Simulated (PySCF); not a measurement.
# O2ZnH2 in PySCF: further runs, part 2 of 2

PySCF 2.14.0. Earlier steps stand in the parts before.

### 5 Excitation energies (Tamm-Dancoff), PBE0

Contents of run.py:

```python
import json
import numpy as np
from pyscf.pbc import gto, scf, dft, df
from pyscf.pbc.tools import pyscf_ase
from ase.io import read

atoms = read('ZnH2O2.cif')
cell = pyscf_ase.cell_from_ase(atoms)
cell.basis = 'def2-svp'
cell.exp_to_discard = 0
cell.precision = 1e-08
cell.max_memory = 2520  # MB
cell.verbose = 4
cell.build()

res = {}
kpts = cell.make_kpts([1, 1, 1])
mf = dft.KRKS(cell, kpts, xc='pbe0', exxdiv='ewald')
mf = mf.density_fit()
mf.with_df._cderi = 'cderi.h5'  # three-centre integrals saved by an earlier run on this cell, basis and mesh
mf.conv_tol = 1e-08
mf.max_cycle = 60

mf.kernel()
res.update(converged=bool(mf.converged), e_tot=mf.e_tot, nelec=cell.nelectron, nao=cell.nao, mesh=list(map(int, cell.mesh)), a=cell.lattice_vectors().tolist(), coords=cell.atom_coords().tolist(),
           mo_energy=[np.real(x).tolist() for x in mf.mo_energy], mo_occ=[np.real(x).tolist() for x in mf.mo_occ])
import h5py
print('fit functions by k pair:', sorted({v['0'].shape[0] for v in h5py.File(mf.with_df._cderi)['j3c'].values()}))
res.update(kpts=cell.get_scaled_kpts(kpts).tolist())
res['parts'] = {k: float(np.real(v)) for k, v in mf.scf_summary.items() if np.isscalar(v)}
json.dump(res, open('results.json', 'w'))
if not mf.converged:
    raise SystemExit('SCF not converged')

print('levels (eV)')
for i, kp in enumerate(res['kpts'][:40]):
    print('k %7.4f %7.4f %7.4f  ' % tuple(kp), ' '.join('%.3f' % (x * 27.211386) for x in res['mo_energy'][i][:29]))

# Mulliken populations
dm, s = np.asarray(mf.make_rdm1()), np.asarray(mf.get_ovlp())
sites = cell.aoslice_by_atom()[:, 2:]
tot = np.einsum('kij,kji->i', dm, s).real / len(kpts)
res['mulliken'] = [cell.atom_charge(i) - tot[a0:a1].sum() for i, (a0, a1) in enumerate(sites)]
print('Mulliken charges', np.round(res['mulliken'], 5))

from pyscf.pbc import tdscf
td = tdscf.KTDA(mf)
td.nstates = 5
td.kshift_lst = [0]
td.conv_tol = 1e-5
td.kernel()
res.update(excitations=np.real(td.e[0]).tolist(), post_converged=bool(np.all(td.converged)))
res['done'] = True
json.dump(res, open('results.json', 'w'))
```

Contents of ZnH2O2.cif:

```cif
data_ZnH2O2
_cell_length_a 12.00000000
_cell_length_b 10.00000000
_cell_length_c 13.00000000
_cell_angle_alpha 90.00000000
_cell_angle_beta 90.00000000
_cell_angle_gamma 90.00000000
_space_group_name_H-M_alt 'P1'
_space_group_name_Hall 'P 1'
_space_group_IT_number 1
loop_
_space_group_symop_operation_xyz
'x,y,z'
loop_
_atom_site_label
_atom_site_type_symbol
_atom_site_symmetry_multiplicity
_atom_site_Wyckoff_symbol
_atom_site_fract_x
_atom_site_fract_y
_atom_site_fract_z
_atom_site_occupancy
O1 O 1 a 0.4465083300 0.4650750000 0.3765230800 1
Zn1 Zn 1 a 0.5096166700 0.4741950000 0.4990000000 1
O2 O 1 a 0.5754916700 0.4669450000 0.6203000000 1
H1 H 1 a 0.3763916700 0.5104150000 0.3707230800 1
H2 H 1 a 0.6257750000 0.5391250000 0.6345076900 1
```

Potentials or basis: def2-svp (all-electron).

Started as:

```bash
$ OMP_NUM_THREADS=2 python -u run.py > log
```

Standard output:

```text
Discarded 0 diffused primitive functions, 0 contracted functions

PySCF version 2.14.0

[INPUT] verbose = 4
[INPUT] num. atoms = 5
[INPUT] num. electrons = 48
[INPUT] charge = 0
[INPUT] spin (= nelec alpha-beta = 2S) = 0
[INPUT] symmetry False subgroup None
[INPUT] Mole.unit = angstrom
[INPUT] Symbol           X                Y                Z      unit          X                Y                Z       unit  Magmom
[INPUT]  1 O      5.358099960000   4.650750000000   4.894800040000 AA   10.125341472443   8.788643773821   9.249831510110 Bohr   0.0
[INPUT]  2 Zn     6.115400040000   4.741950000000   6.487000000000 AA   11.556431217754   8.960986796381  12.258653370054 Bohr   0.0
[INPUT]  3 O      6.905900040000   4.669450000000   8.063900000000 AA   13.050259719223   8.823981652350  15.238562495880 Bohr   0.0
[INPUT]  4 H      4.516700040000   5.104150000000   4.819400040000 AA    8.535326062412   9.645445598699   9.107346160318 Bohr   0.0
[INPUT]  5 H      7.509300000000   5.391250000000   8.248599970000 AA   14.190520387196  10.187985969061  15.587594854396 Bohr   0.0

nuclear repulsion = 32.9095858895085
number of shells = 29
number of NR pGTOs = 135
number of NR cGTOs = 69
basis = def2-svp
ecp = {}
lattice vectors  a1 [22.676713495, 0.000000000, 0.000000000]
                 a2 [0.000000000, 18.897261246, 0.000000000]
[... 82 lines left out ...]
cycle= 9 E= -1927.00941164645  delta_E= -1.75e-08  |g|= 3.52e-05  |ddm|= 0.000231
  HOMO = -0.275021541373  LUMO = -0.0138078685058  gap/eV = 7.10799
nelec by numeric integration = 48.00000232356652
cycle= 10 E= -1927.00941164667  delta_E= -2.28e-10  |g|= 2.52e-06  |ddm|= 4.09e-05
  HOMO = -0.275021091408  LUMO = -0.013807781371  gap/eV = 7.10798
nelec by numeric integration = 48.00000232357547
Extra cycle  E= -1927.00941164667  delta_E= 2.27e-13  |g|= 3.1e-06  |ddm|= 5.69e-06
converged SCF energy = -1927.00941164667
fit functions by k pair: [209]
levels (eV)
k  0.0000  0.0000  0.0000   -9434.946 -1138.778 -1004.653 -1004.651 -1004.576 -521.419 -521.416 -132.418 -87.927 -87.926 -87.906 -25.723 -25.403 -14.843 -14.157 -13.990 -13.800 -13.799 -11.757 -11.315 -8.579 -8.169 -7.484 -7.484 -0.376 2.638 2.739 3.063 4.245
Mulliken charges [-0.57736  0.79587 -0.57764  0.17946  0.17967]

******** <class 'pyscf.pbc.tdscf.krks.TDA'> for <class 'pyscf.pbc.dft.krks.KRKS'> ********
nstates = 5 singlet
deg_eia_thresh = 1.000e-03
kshift_lst = [0]
wfnsym = None
conv_tol = 1e-05
eigh lindep = 1e-12
eigh level_shift = 0
eigh max_cycle = 100

nelec by numeric integration = 48.00000232357547

******** <class 'pyscf.pbc.df.rsdf_builder._RSNucBuilder'> ********
mesh = [43 37 47] (74777 PWs)
ke_cutoff = 16.92809565338868
omega = 0.5036210899858896
exclude_d_aux = False
exclude_dd_block = True
j2c_eig_always = False
has_long_range = True
kshift = 0  Excited State energies (eV)
[5.44980352 5.48903679 6.61648401 6.86105642 8.3559873 ]
```

It took 38 s on 2 threads of Arm Neoverse V1, shared host; peak memory 1.9 GiB.

Results:

```
Free energy                     : -52436.5974 eV
Gap between the frontier levels : 7.11 eV
Mulliken charges                : O -0.58; Zn +0.80; H +0.18 e
```

Lowest excitation energies (eV): 5.45, 5.49, 6.62, 6.86, 8.36

Caveat: the basis is small and the box finite, so much correlation energy is missing and levels can be off by tenths of an eV; Mulliken charges move with the basis; the iterative solver can pass over a root and still report convergence; this is a molecule in a periodic box at the Γ point, so its band gap is the HOMO-LUMO gap; total energy, band gap and charges are those of the mean-field reference; the basis of atomic orbitals isn't converged, which shifts pressures, moduli and gaps.

### 6 CCSD(T) correlation energy, HF

run.py, as its differences from that of step 5:

```diff
@@ -17,3 +17,3 @@
 kpts = cell.make_kpts([1, 1, 1])
-mf = dft.KRKS(cell, kpts, xc='pbe0', exxdiv='ewald')
+mf = scf.KRHF(cell, kpts, exxdiv='ewald')
 mf = mf.density_fit()
@@ -45,9 +45,12 @@
 
-from pyscf.pbc import tdscf
-td = tdscf.KTDA(mf)
-td.nstates = 5
-td.kshift_lst = [0]
-td.conv_tol = 1e-5
-td.kernel()
-res.update(excitations=np.real(td.e[0]).tolist(), post_converged=bool(np.all(td.converged)))
+from pyscf.pbc import cc
+mycc = cc.KRCCSD(mf, frozen=7)
+mycc.max_cycle = 50
+mycc.conv_tol = 1e-6
+mycc.keep_exxdiv = False
+eris = mycc.ao2mo()
+mycc.kernel(eris=eris)
+res.update(e_corr=mycc.e_corr, e_mp2=float(np.real(mycc.emp2)), post_converged=bool(mycc.converged))
+json.dump(res, open('results.json', 'w'))
+res['e_t'] = float(np.real(mycc.ccsd_t(eris=eris)))
 res['done'] = True
```

ZnH2O2.cif is that of step 5.

Potentials or basis: def2-svp (all-electron).

Started as:

```bash
$ OMP_NUM_THREADS=2 python -u run.py > log
```

Standard output:

```text
Discarded 0 diffused primitive functions, 0 contracted functions

PySCF version 2.14.0

[INPUT] verbose = 4
[INPUT] num. atoms = 5
[INPUT] num. electrons = 48
[INPUT] charge = 0
[INPUT] spin (= nelec alpha-beta = 2S) = 0
[INPUT] symmetry False subgroup None
[INPUT] Mole.unit = angstrom
[INPUT] Symbol           X                Y                Z      unit          X                Y                Z       unit  Magmom
[INPUT]  1 O      5.358099960000   4.650750000000   4.894800040000 AA   10.125341472443   8.788643773821   9.249831510110 Bohr   0.0
[INPUT]  2 Zn     6.115400040000   4.741950000000   6.487000000000 AA   11.556431217754   8.960986796381  12.258653370054 Bohr   0.0
[INPUT]  3 O      6.905900040000   4.669450000000   8.063900000000 AA   13.050259719223   8.823981652350  15.238562495880 Bohr   0.0
[INPUT]  4 H      4.516700040000   5.104150000000   4.819400040000 AA    8.535326062412   9.645445598699   9.107346160318 Bohr   0.0
[... 81 lines left out ...]
ke_cutoff = 16.92809565338868
omega = 0.5036210899858896
exclude_d_aux = False
exclude_dd_block = True
j2c_eig_always = False
has_long_range = True
using incore ERI storage

******** <class 'pyscf.pbc.cc.kccsd_rhf.RCCSD'> ********
CC2 = 0
CCSD nocc = 17, nmo = 62
frozen orbitals 7
max_cycle = 50
direct = 1
conv_tol = 1e-06
conv_tol_normt = 1e-05
diis_space = 6
diis_start_cycle = 0
diis_start_energy_diff = 1e+09
Init t2, MP2 energy (with fock eigenvalue shift) = -0.779499177192123
Init E_corr(RCCSD) = -0.779499177192122
cycle = 1  E_corr(RCCSD) = -0.728715356798617  dE = 0.0507838204  norm(t1,t2) = 0.0908443
cycle = 2  E_corr(RCCSD) = -0.757838631449217  dE = -0.0291232747  norm(t1,t2) = 0.0360585
cycle = 3  E_corr(RCCSD) = -0.753378335111789  dE = 0.00446029634  norm(t1,t2) = 0.0223702
cycle = 4  E_corr(RCCSD) = -0.755117522246019  dE = -0.00173918713  norm(t1,t2) = 0.00781228
cycle = 5  E_corr(RCCSD) = -0.755730856401962  dE = -0.000613334156  norm(t1,t2) = 0.00304513
cycle = 6  E_corr(RCCSD) = -0.755553071040081  dE = 0.000177785362  norm(t1,t2) = 0.00113291
cycle = 7  E_corr(RCCSD) = -0.755477736340776  dE = 7.53346993e-05  norm(t1,t2) = 0.00031209
cycle = 8  E_corr(RCCSD) = -0.755490376178965  dE = -1.26398382e-05  norm(t1,t2) = 0.00012062
cycle = 9  E_corr(RCCSD) = -0.755496012598719  dE = -5.63641975e-06  norm(t1,t2) = 5.42041e-05
cycle = 10  E_corr(RCCSD) = -0.755493085807071  dE = 2.92679165e-06  norm(t1,t2) = 1.77697e-05
cycle = 11  E_corr(RCCSD) = -0.755494057817438  dE = -9.72010367e-07  norm(t1,t2) = 8.86563e-06
RCCSD converged
E(RCCSD) = -1916.019305411294  E_corr = -0.7554940578174376
pyscf/pbc/cc/kccsd_t_rhf.py:293: ComplexWarning: Casting complex values to real discards the imaginary part
  my_permuted_w[ki,kj,kk] = t3Tw
pyscf/pbc/cc/kccsd_t_rhf.py:294: ComplexWarning: Casting complex values to real discards the imaginary part
  my_permuted_v[ki,kj,kk] = t3Tv
CCSD(T) correction per cell = -0.0182050751055025
CCSD(T) correction per cell (imag) = 0
```

Wall time 100 s (2 threads of Arm Neoverse V1, shared host); peak memory 5.2 GiB.

Results:

- Free energy: -52116.9833 eV
- Gap between the frontier levels: 13.98 eV
- Mulliken charges: O -0.74; Zn +1.09; H +0.19 e
- Triples correction: -0.495 eV
- MP2 correlation energy per cell: -21.211 eV
- CCSD correlation energy per cell: -20.558 eV

Levels at points of the mesh, in eV from the valence-band top:
```csv
k point,band 22,band 23,band 24,band 25,band 26,band 27
"(0.00, 0.00, 0.00)",-0.41,-0.03,0.00,13.98,18.05,18.42
```

Caveat: the basis is small and the box finite, so much correlation energy is missing and levels can be off by tenths of an eV; Mulliken charges move with the basis; this is a molecule in a periodic box at the Γ point, so its band gap is the HOMO-LUMO gap; total energy, band gap and charges are those of the mean-field reference; the basis of atomic orbitals isn't converged, which shifts pressures, moduli and gaps.

### 7 Summary

```tsv
task	level	exxdiv	grid for exchange and correlation	gap on the mesh (eV)
MP2 correlation energy	HF	ewald	-	13.98
RPA correlation energy	PBE	-	Becke, atom-centred	-
G0W0 quasiparticle levels	PBE0	ewald	Becke, atom-centred	-
excitation energies (Tamm-Dancoff)	PBE0	ewald	Becke, atom-centred	7.11
CCSD(T) correlation energy	HF	ewald	-	13.98
```

Alike in all rows: potentials or basis def2-svp (all-electron); no spin polarisation; cell as given; k mesh 1 × 1 × 1; smearing fixed.

Caveats: the basis is small and the box finite, so much correlation energy is missing and levels can be off by tenths of an eV; this is a molecule in a periodic box at the Γ point, so its band gap is the HOMO-LUMO gap; the basis of atomic orbitals isn't converged, which shifts pressures, moduli and gaps; the iterative solver can pass over a root and still report convergence (some runs).

Absolute energies hang on the potentials; compare differences alone.
